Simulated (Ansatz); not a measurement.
# BFH3In: shift of H6 from In2 to B1, part 2 of 2

Aim: the minimum-energy path and barrier of the shift of H6 from In2 to B1. The ends are relaxed first, then joined by a nudged elastic band. SMILES of the start: [BH2][InH][F].

Ansatz 0.2.0; RHF/def2-SVP.

## 7. Frequencies at the highest image

The geometry is the highest inner image of the first converged band.

Input file input.yaml:

```yaml
crystal:
  periodic: [false, false, false]
  atoms:
    - { symbol: B, position_ang: [-0.824297, 0.347288, -0.691778] }
    - { symbol: In, position_ang: [0.694573, -0.826118, 0.305081] }
    - { symbol: F, position_ang: [2.022615, -1.963037, 1.118796] }
    - { symbol: H, position_ang: [-1.883621, 0.400055, -0.147169] }
    - { symbol: H, position_ang: [-0.433107, 1.113624, -1.517159] }
    - { symbol: H, position_ang: [0.423828, 0.928189, 0.932218] }
basis:
  gaussian: { orbitals: def2-SVP }
hamiltonian:
  xc: hf
phonons: {}
```

On the command line:

```console
ansatz run input.yaml --threads 1 --pin off --max-ram 2048MiB --backend cpu --events-out ev --progress --plain --runs-dir out
```

Standard output, shortened:

```text
Warning: RAYON_NUM_THREADS=1 ignored (pool sized by the plan → 1); use --threads N
[...]
Functional definition: HF
[...]
834 factors; integrals over basis functions are off by at most 2.9e-4 eV
[...]
mean field -8569.14492211 eV, -314.9102675123 hartree, gradient 1.3e-5 eV, S^2 0.000000; 0 other end points of the search recorded, 0 dependent functions left out
[...]
reference -8569.14492211 eV, -314.9102675123 hartree; 19, 19 occupied and 50, 50 virtual orbitals, 834 factors
[...]
mean field -8569.14490628 eV, -314.9102669306 hartree, gradient 3.8e-6 eV, S^2 0.000000; 0 other end points of the search recorded, 0 dependent functions left out
[...]
reference -8569.14490628 eV, -314.9102669306 hartree; 19, 19 occupied and 50, 50 virtual orbitals, 834 factors
[...]
834 factors; integrals over basis functions are off by at most 2.9e-4 eV
[...]
mean field -8569.14490621 eV, -314.9102669282 hartree, gradient 2.5e-6 eV, S^2 0.000000; 0 other end points of the search recorded, 0 dependent functions left out
[...]
```

## 8. The log goes on: vibrations at the highest image of the band

Output, continued, shortened:

```text
reference -8569.14490621 eV, -314.9102669282 hartree; 19, 19 occupied and 50, 50 virtual orbitals, 834 factors
[...]
834 factors; integrals over basis functions are off by at most 2.9e-4 eV
mean field -8569.14485540 eV, -314.9102650608 hartree, gradient 3.2e-6 eV, S^2 0.000000; 0 other end points of the search recorded, 0 dependent functions left out
[...]
reference -8569.14485540 eV, -314.9102650608 hartree; 19, 19 occupied and 50, 50 virtual orbitals, 834 factors
[...]
WARN: phonons: modes at or below zero, which the zero-point energy, F, S and C_V leave out: 1, the lowest at -581.62 cm⁻¹. A minimum has none, and a first-order saddle one
[...]
Atom 2 at     2.022615    -1.963037     1.118796 Å, force    -0.000004    -0.000027     0.000017 eV/Å
Atom 3 at    -1.883621     0.400055    -0.147169 Å, force    -0.000011     0.000063     0.000078 eV/Å
Atom 4 at    -0.433107     1.113624    -1.517159 Å, force    -0.000021     0.000103     0.000030 eV/Å
Atom 5 at     0.423828     0.928189     0.932218 Å, force    -0.000071     0.000258     0.000057 eV/Å
Dipole moment:    -0.268785    -0.014779    -0.292216 e Å
Vibrations: -581.62 122.99 226.83 548.88 606.08 668.53 710.96 892.00 1163.12 1502.44 2714.73 2857.84 cm⁻¹, zero-point energy 0.744799 eV
```

Wall time 39 s (1 thread of Arm Neoverse V1, shared host); peak memory 0.12 GiB.

Of 12 modes, 1 is imaginary by more than 30 cm⁻¹ (582i cm⁻¹).

## 9. Another band, settings changed

crystal.atoms is end A as relaxed above, and neb.final_atoms is end B, turned to lie on A. With 9 inner images the band has 11 in all. The start path is listed, through a guess of the saddle.

Input file input.yaml:

```yaml
crystal:
  periodic: [false, false, false]
  atoms:
    - { symbol: B, position_ang: [-0.930758, 0.285399, -0.836049] }
    - { symbol: In, position_ang: [0.713333, -0.044981, 0.730239] }
    - { symbol: F, position_ang: [1.502367, -1.845293, 0.631919] }
    - { symbol: H, position_ang: [-2.076068, 0.023051, -0.599283] }
    - { symbol: H, position_ang: [-0.674593, 0.717739, -1.924197] }
    - { symbol: H, position_ang: [1.46571, 0.864086, 1.997361] }
basis:
  gaussian: { orbitals: def2-SVP }
hamiltonian:
  xc: hf
neb:
  order_check: false
  images: 9
  f_tol: 0.5
  max_iterations: 60
  final_atoms:
    - { symbol: B, position_ang: [-0.39774642, 0.11311167, -0.36251458] }
    - { symbol: In, position_ang: [1.61220978, -0.35148446, 1.52603298] }
    - { symbol: F, position_ang: [0.40304501, -1.15553657, -0.17655282] }
    - { symbol: H, position_ang: [-1.55989068, -0.0964301, -0.09896881] }
    - { symbol: H, position_ang: [-0.14336642, 0.60136293, -1.4398983] }
    - { symbol: H, position_ang: [0.08573973, 0.88897753, 0.55189154] }
  initial_path:
    images:
      - { positions_ang: [[-0.930758, 0.285399, -0.836049], [0.713333, -0.044981, 0.730239], [1.502367, -1.845293, 0.631919], [-2.076068, 0.023051, -0.599283], [-0.674593, 0.717739, -1.924197], [1.46571, 0.864086, 1.997361]] }
      - { positions_ang: [[-0.86446407, 0.30510113, -0.7558312], [0.77944615, -0.06935943, 0.78715647], [1.47901553, -1.88326665, 0.58870837], [-1.99999937, 0.0367707, -0.51391209], [-0.6007829, 0.73227764, -1.83650455], [1.20677566, 0.8784776, 1.73037301]] }
      - { positions_ang: [[-0.79817014, 0.32480326, -0.67561341], [0.8455593, -0.09373785, 0.84407393], [1.45566405, -1.9212403, 0.54549774], [-1.92393073, 0.0504904, -0.42854118], [-0.5269728, 0.74681628, -1.7488121], [0.94784132, 0.8928692, 1.46338501]] }
      - { positions_ang: [[-0.73187621, 0.34450539, -0.59539561], [0.91167245, -0.11811628, 0.9009914], [1.43231258, -1.95921395, 0.50228711], [-1.8478621, 0.06421011, -0.34317027], [-0.45316271, 0.76135492, -1.66111966], [0.68890698, 0.9072608, 1.19639702]] }
      - { positions_ang: [[-0.66558228, 0.36420753, -0.51517782], [0.9777856, -0.1424947, 0.95790887], [1.40896111, -1.9971876, 0.45907649], [-1.77179347, 0.07792981, -0.25779936], [-0.37935261, 0.77589357, -1.57342721], [0.42997265, 0.9216524, 0.92940903]] }
      - { positions_ang: [[-0.59928835, 0.38390966, -0.43496002], [1.04389875, -0.16687313, 1.01482634], [1.38560964, -2.03516125, 0.41586586], [-1.69572483, 0.09164951, -0.17242845], [-0.30554251, 0.79043221, -1.48573476], [0.17103831, 0.936044, 0.66242104]] }
      - { positions_ang: [[-0.55897997, 0.32975006, -0.42047094], [1.15756096, -0.20379539, 1.11706766], [1.18909671, -1.85923632, 0.29738212], [-1.668558, 0.05403359, -0.15773652], [-0.27310729, 0.75261835, -1.47656747], [0.15397859, 0.92663071, 0.64031514]] }
      - { positions_ang: [[-0.51867158, 0.27559046, -0.40598185], [1.27122317, -0.24071766, 1.21930899], [0.99258379, -1.68331138, 0.17889839], [-1.64139117, 0.01641767, -0.14304459], [-0.24067208, 0.7148045, -1.46740018], [0.13691887, 0.91721742, 0.61820924]] }
      - { positions_ang: [[-0.4783632, 0.22143087, -0.39149276], [1.38488537, -0.27763993, 1.32155032], [0.79607086, -1.50738645, 0.06041465], [-1.61422434, -0.02119825, -0.12835267], [-0.20823686, 0.67699064, -1.45823288], [0.11985916, 0.90780412, 0.59610334]] }
      - { positions_ang: [[-0.43805481, 0.16727127, -0.37700367], [1.49854758, -0.3145622, 1.42379165], [0.59955794, -1.33146151, -0.05806908], [-1.58705751, -0.05881417, -0.11366074], [-0.17580164, 0.63917678, -1.44906559], [0.10279944, 0.89839083, 0.57399744]] }
      - { positions_ang: [[-0.39774642, 0.11311167, -0.36251458], [1.61220978, -0.35148446, 1.52603298], [0.40304501, -1.15553657, -0.17655282], [-1.55989068, -0.0964301, -0.09896881], [-0.14336642, 0.60136293, -1.4398983], [0.08573973, 0.88897753, 0.55189154]] }
```

On the command line:

```console
ansatz run input.yaml --threads 1 --pin off --max-ram 2048MiB --backend cpu --events-out ev --progress --plain --runs-dir out
```

Standard output, shortened:

```text
Warning: RAYON_NUM_THREADS=1 ignored (pool sized by the plan → 1); use --threads N
[...]
[... 1 set-up line as earlier in the session ...]
[...]
831 factors; integrals over basis functions are off by at most 4.4e-4 eV
[...]
mean field -8570.18627579 eV, -314.9485365545 hartree, gradient 4.9e-5 eV, S^2 0.000000; 0 other end points of the search recorded, 0 dependent functions left out
[...]
reference -8570.18627579 eV, -314.9485365545 hartree; 19, 19 occupied and 50, 50 virtual orbitals, 831 factors
[...]
Atom 2 at     2.012293    -1.971472     1.102886 Å, force    -0.059300    -0.011520    -0.068714 eV/Å
Atom 3 at    -1.894658     0.403203    -0.166969 Å, force    -0.059222    -0.032213    -0.085693 eV/Å
Atom 4 at    -0.451898     1.113144    -1.528054 Å, force    -0.065369    -0.034856    -0.080475 eV/Å
Atom 5 at     0.487297     0.926433     0.999784 Å, force     0.195977    -0.047503     0.182826 eV/Å
Dipole moment:    -0.320284     0.007261    -0.335295 e Å
this run last wrote the band of iteration 15 to <dir>
```

Wall time 2.7 min (1 thread of Arm Neoverse V1, shared host); peak memory 0.14 GiB.

## 10. What the band shows

Images 0 and 10 are the ends. Energies count from image 0; the path length is the program's own measure over all atoms.

| image | path (Å) | energy (eV) | H6–In2 (Å) | H6–B1 (Å) | band force (eV/Å) |
| --- | --- | --- | --- | --- | --- |
| 0 | 0.000 | 0.0000 | 1.73 | 3.76 | - |
| 1 | 1.010 | 0.3458 | 1.74 | 3.14 | 0.003 |
| 2* | 2.021 | 1.0154 | 1.85 | 2.28 | 0.228 |
| 3 | 3.032 | -0.8709 | 2.46 | 1.24 | 0.140 |
| 4 | 4.049 | -1.0682 | 3.06 | 1.20 | 0.183 |
| 5 | 5.076 | -1.1428 | 3.81 | 1.20 | 0.064 |
| 6 | 6.121 | -1.1054 | 3.95 | 1.20 | 0.056 |
| 7 | 7.171 | -1.1466 | 3.91 | 1.20 | 0.109 |
| 8 | 8.222 | -1.2931 | 3.71 | 1.20 | 0.081 |
| 9 | 9.275 | -1.6595 | 3.36 | 1.21 | 0.018 |
| 10 | 10.331 | -2.0464 | 2.19 | 1.29 | - |

The star marks the climbing image.

image, energy (eV) and a bar:
```
        0      0.000 ####################
        1      0.346 #######################
        2      1.015 ##############################
        3     -0.871 ############
        4     -1.068 ##########
        5     -1.143 #########
        6     -1.105 #########
        7     -1.147 #########
        8     -1.293 #######
        9     -1.660 ####
       10     -2.046
```

## 11. A trajectory let go at the top

It starts at the highest inner image of the first converged band: 200 steps of 0.5 fs at constant energy, with velocities drawn for 300 K.

Input file input.yaml:

```yaml
crystal:
  periodic: [false, false, false]
  atoms:
    - { symbol: B, position_ang: [-0.824297, 0.347288, -0.691778] }
    - { symbol: In, position_ang: [0.694573, -0.826118, 0.305081] }
    - { symbol: F, position_ang: [2.022615, -1.963037, 1.118796] }
    - { symbol: H, position_ang: [-1.883621, 0.400055, -0.147169] }
    - { symbol: H, position_ang: [-0.433107, 1.113624, -1.517159] }
    - { symbol: H, position_ang: [0.423828, 0.928189, 0.932218] }
basis:
  gaussian: { orbitals: def2-SVP }
hamiltonian:
  xc: hf
md:
  timestep: 0.5
  n_steps: 200
  ensemble: nve
  temperature: 300.0
  initial_velocities: maxwell_boltzmann
  seed: 11187
```

On the command line:

```console
ansatz run input.yaml --threads 1 --pin off --max-ram 2048MiB --backend cpu --events-out ev --progress --plain --runs-dir out
```

Standard output, shortened:

```text
Warning: RAYON_NUM_THREADS=1 ignored (pool sized by the plan → 1); use --threads N
[...]
[... 1 set-up line as earlier in the session ...]
[...]
834 factors; integrals over basis functions are off by at most 2.9e-4 eV
[...]
mean field -8569.14492211 eV, -314.9102675123 hartree, gradient 1.3e-5 eV, S^2 0.000000; 0 other end points of the search recorded, 0 dependent functions left out
[...]
reference -8569.14492211 eV, -314.9102675123 hartree; 19, 19 occupied and 50, 50 virtual orbitals, 834 factors
[...]
md step    96: t =    48.00 fs  T =  3259.0 K  F+E_penalty+E_count = -8570.67730577 eV  E_kin = 1.685041 eV  conserved = -8568.99226496 eV  (37 SCF iters)
md step    97: t =    48.50 fs  T =  2992.1 K  F+E_penalty+E_count = -8570.53822669 eV  E_kin = 1.547041 eV  conserved = -8568.99118545 eV  (37 SCF iters)
md step    98: t =    49.00 fs  T =  2710.6 K  F+E_penalty+E_count = -8570.39184280 eV  E_kin = 1.401512 eV  conserved = -8568.99033058 eV  (36 SCF iters)
```

## 12. The log goes on: dynamics from the highest image of the converged band

Output, continued, shortened:

```text
md step    99: t =    49.50 fs  T =  2440.8 K  F+E_penalty+E_count = -8570.25165928 eV  E_kin = 1.261974 eV  conserved = -8568.98968551 eV  (36 SCF iters)
[...]
md step   124: t =    62.00 fs  T =  2162.2 K  F+E_penalty+E_count = -8570.10848564 eV  E_kin = 1.117923 eV  conserved = -8568.99056302 eV  (38 SCF iters)
[...]
Atom 2 at     2.031084    -2.066313     1.392842 Å, force     0.031247    -0.003483     0.070954 eV/Å
Atom 3 at    -3.028106     1.181013    -0.467813 Å, force    -1.641609    -0.851253     0.124573 eV/Å
Atom 4 at    -1.893840     2.012248    -1.846878 Å, force     0.742795    -0.079799    -0.763734 eV/Å
Atom 5 at    -1.136139     1.247784     0.104622 Å, force    -0.716275     0.314348    -1.964488 eV/Å
Dipole moment:    -0.434614     0.397140    -0.406040 e Å
```

Wall time 3.8 min (1 thread of Arm Neoverse V1, shared host); peak memory 0.12 GiB.

## 13. Frames and traces

One step in 15; energies are changes from step 0:

| time (fs) | T (K) | potential energy change (meV/atom) | total energy change (meV/atom) | H6–In2 (Å) | H6–B1 (Å) |
| --- | --- | --- | --- | --- | --- |
| 0.0 | 300 | 0.0 | 0.00 | 1.88 | 2.13 |
| 7.5 | 129 | 14.7 | 0.04 | 1.89 | 2.13 |
| 15.0 | 103 | 17.1 | 0.06 | 1.90 | 2.09 |
| 22.5 | 223 | 6.7 | 0.03 | 1.89 | 2.00 |
| 30.0 | 242 | 5.0 | 0.03 | 1.91 | 1.89 |
| 37.5 | 941 | -55.1 | 0.16 | 2.03 | 1.62 |
| 45.0 | 3082 | -239.7 | 0.05 | 2.54 | 1.08 |
| 52.5 | 1868 | -135.0 | 0.13 | 3.32 | 1.41 |
| 60.0 | 2696 | -207.4 | -0.88 | 3.46 | 1.21 |
| 67.5 | 2460 | -186.7 | -0.54 | 3.57 | 1.23 |
| 75.0 | 3655 | -289.5 | -0.44 | 3.51 | 1.38 |
| 82.5 | 3069 | -239.0 | -0.36 | 3.18 | 1.09 |
| 90.0 | 2700 | -206.6 | 0.20 | 2.97 | 1.38 |
| 97.5 | 2761 | -212.0 | 0.09 | 3.05 | 1.11 |
| 100.0 | 3505 | -277.2 | -0.98 | 2.94 | 1.28 |

time (fs), T (K) and a bar:
```
      0.0        300 ##
      4.5        204 #
      8.5         95 
     13.0         97 
     17.5        164 #
     21.5        203 #
     26.0        224 #
     30.5        247 #
     35.0        470 ###
     39.0       1478 ###########
     43.5       2802 #####################
     48.0       3259 ########################
     52.0       1807 #############
     56.5       1863 ##############
     61.0       2522 ###################
     65.0       1617 ############
     69.5       2483 ##################
     74.0       3978 ##############################
     78.5       2527 ###################
     82.5       3069 #######################
     87.0       3952 ##############################
     91.5       2538 ###################
     95.5       3166 ########################
    100.0       3505 ##########################
```

Bonds that form or break, judged by distance (formed within 1.15 times the sum of covalent radii and held on average over 12 fs, broken when stretched by half; pairs already stretched at the start don't count as bonds):

| time (fs) | bond | event |
| --- | --- | --- |
| 41.5 | B1–H6 | forms |
| 45.5 | In2–H6 | breaks |
| 87.5 | B1–In2 | breaks |

The last frame stands with a bonding of neither end.

## 14. Dynamics from the top

It starts at the highest inner image of the first converged band: 200 steps of 0.5 fs at constant energy, with velocities drawn for 100 K.

input.yaml: that of step 11 with these lines changed.

```diff
@@ -17,4 +17,4 @@
   ensemble: nve
-  temperature: 300.0
+  temperature: 100.0
   initial_velocities: maxwell_boltzmann
-  seed: 11187
+  seed: 11188
```

On the command line:

```console
ansatz run input.yaml --threads 1 --pin off --max-ram 2048MiB --backend cpu --events-out ev --progress --plain --runs-dir out
```

Standard output, shortened:

```text
Warning: RAYON_NUM_THREADS=1 ignored (pool sized by the plan → 1); use --threads N
[...]
[... 1 set-up line as earlier in the session ...]
[...]
834 factors; integrals over basis functions are off by at most 2.9e-4 eV
[...]
mean field -8569.14492211 eV, -314.9102675123 hartree, gradient 1.3e-5 eV, S^2 0.000000; 0 other end points of the search recorded, 0 dependent functions left out
[...]
reference -8569.14492211 eV, -314.9102675123 hartree; 19, 19 occupied and 50, 50 virtual orbitals, 834 factors
[...]
md step    96: t =    48.00 fs  T =   817.1 K  F+E_penalty+E_count = -8569.51563914 eV  E_kin = 0.422473 eV  conserved = -8569.09316598 eV  (38 SCF iters)
md step    97: t =    48.50 fs  T =   839.9 K  F+E_penalty+E_count = -8569.52744414 eV  E_kin = 0.434271 eV  conserved = -8569.09317300 eV  (39 SCF iters)
md step    98: t =    49.00 fs  T =   862.7 K  F+E_penalty+E_count = -8569.53921547 eV  E_kin = 0.446040 eV  conserved = -8569.09317589 eV  (39 SCF iters)
```

## 15. The log goes on: dynamics from the highest image of the converged band

The log, continued, shortened:

```text
md step    99: t =    49.50 fs  T =   885.3 K  F+E_penalty+E_count = -8569.55090809 eV  E_kin = 0.457733 eV  conserved = -8569.09317478 eV  (39 SCF iters)
[...]
md step   124: t =    62.00 fs  T =  1403.3 K  F+E_penalty+E_count = -8569.81876608 eV  E_kin = 0.725579 eV  conserved = -8569.09318747 eV  (39 SCF iters)
[...]
Atom 2 at     1.563879    -2.442339     0.238760 Å, force    -0.252130     0.738384     0.186060 eV/Å
Atom 3 at    -1.728561    -1.288172    -1.154971 Å, force    -0.186899    -0.132514    -0.046288 eV/Å
Atom 4 at    -0.331099    -0.372113    -2.363542 Å, force     0.005628    -0.032991    -0.134233 eV/Å
Atom 5 at     1.496183     0.083089     1.928660 Å, force    -0.257390     0.041823    -0.306513 eV/Å
Dipole moment:    -0.473440     0.787967    -0.034529 e Å
```

It took 3.9 min on 1 thread of Arm Neoverse V1, shared host; peak memory 0.12 GiB.

## 16. The trajectory

The trajectory, every 8 steps (energies from step 0):

| time (fs) | T (K) | potential energy change (meV/atom) | total energy change (meV/atom) | H6–In2 (Å) | H6–B1 (Å) |
| --- | --- | --- | --- | --- | --- |
| 0.0 | 100 | 0.0 | 0.00 | 1.88 | 2.13 |
| 4.0 | 78 | 1.9 | 0.01 | 1.91 | 2.21 |
| 8.0 | 69 | 2.7 | 0.02 | 1.90 | 2.28 |
| 12.0 | 99 | 0.1 | 0.00 | 1.85 | 2.34 |
| 16.0 | 129 | -2.5 | 0.02 | 1.81 | 2.43 |
| 20.0 | 192 | -7.9 | 0.01 | 1.82 | 2.56 |
| 24.0 | 257 | -13.5 | 0.00 | 1.84 | 2.71 |
| 28.0 | 306 | -17.7 | 0.01 | 1.84 | 2.84 |
| 32.0 | 376 | -23.7 | 0.01 | 1.80 | 2.94 |
| 36.0 | 444 | -29.6 | 0.01 | 1.76 | 3.02 |
| 40.0 | 542 | -38.1 | 0.01 | 1.77 | 3.12 |
| 44.0 | 664 | -48.6 | 0.01 | 1.80 | 3.21 |
| 48.0 | 817 | -61.8 | 0.01 | 1.81 | 3.27 |
| 52.0 | 998 | -77.4 | 0.01 | 1.77 | 3.30 |
| 56.0 | 1169 | -92.1 | 0.01 | 1.74 | 3.31 |
| 60.0 | 1333 | -106.3 | 0.00 | 1.76 | 3.36 |
| 64.0 | 1467 | -117.7 | 0.01 | 1.78 | 3.43 |
| 68.0 | 1623 | -131.3 | 0.01 | 1.77 | 3.47 |
| 72.0 | 1776 | -144.4 | 0.01 | 1.73 | 3.50 |
| 76.0 | 1914 | -156.3 | 0.01 | 1.72 | 3.56 |
| 80.0 | 2008 | -164.5 | 0.00 | 1.75 | 3.67 |
| 84.0 | 2034 | -166.7 | 0.01 | 1.77 | 3.75 |
| 88.0 | 2052 | -168.2 | 0.00 | 1.73 | 3.80 |
| 92.0 | 2012 | -164.7 | 0.01 | 1.70 | 3.83 |
| 96.0 | 1943 | -158.8 | 0.01 | 1.71 | 3.90 |
| 100.0 | 1850 | -150.8 | 0.01 | 1.74 | 3.97 |

time (fs), T (K) and a bar:
```
      0.0        100 
      4.5         78 
      8.5         69 
     13.0        104 #
     17.5        155 #
     21.5        215 ##
     26.0        276 ###
     30.5        355 ####
     35.0        424 #####
     39.0        511 #######
     43.5        650 #########
     48.0        817 ###########
     52.0        998 ##############
     56.5       1189 #################
     61.0       1370 ####################
     65.0       1502 ######################
     69.5       1683 ########################
     74.0       1847 ###########################
     78.5       1982 #############################
     82.5       2026 ##############################
     87.0       2054 ##############################
     91.5       2018 #############################
     95.5       1953 ############################
    100.0       1850 ###########################
```

The last frame stands with the bonds of end A.

## 17. Results

What follows sums up all 2 parts.

| quantity | value |
| --- | --- |
| end A | 5 moves, 0.116 eV lower |
| end B | 34 moves, 3.457 eV lower |
| first band: barrier forwards | 1.041 eV |
| first band: barrier backwards | 3.088 eV |
| first band: second end relative to first | -2.046 eV |
| first band: highest image | 2 of 0 to 10, climbing |
| first band: band iterations | 29 |
| imaginary modes at the top | 582i cm⁻¹ |
| second band | top 1.015 eV above image 0, 15 iterations, 9 inner images |
| time, first and second band | 5 min and 2.7 min |
| trajectory at 300 K, after 100 fs | with a bonding of neither end, at 3505 K |
| trajectory at 100 K, after 100 fs | with the bonds of end A, at 1850 K |

In the first band: the barrier from the first end is 1.04 eV, 40 times kT at 300 K. Going back costs 3.09 eV, since the second end is 2.05 eV below the first. By distance, end A alone has B1–In2, In2–H6 and end B alone has B1–F3, B1–H6. One imaginary mode, as a first-order saddle point has. The second band's top lies 26 meV below the first's. As for the second band: the force threshold is loose, so the band stops early. These are electronic energies, with no zero-point or thermal terms. Tunnelling, which matters where hydrogen moves, is missing too. Hartree-Fock tends to give barriers too high.
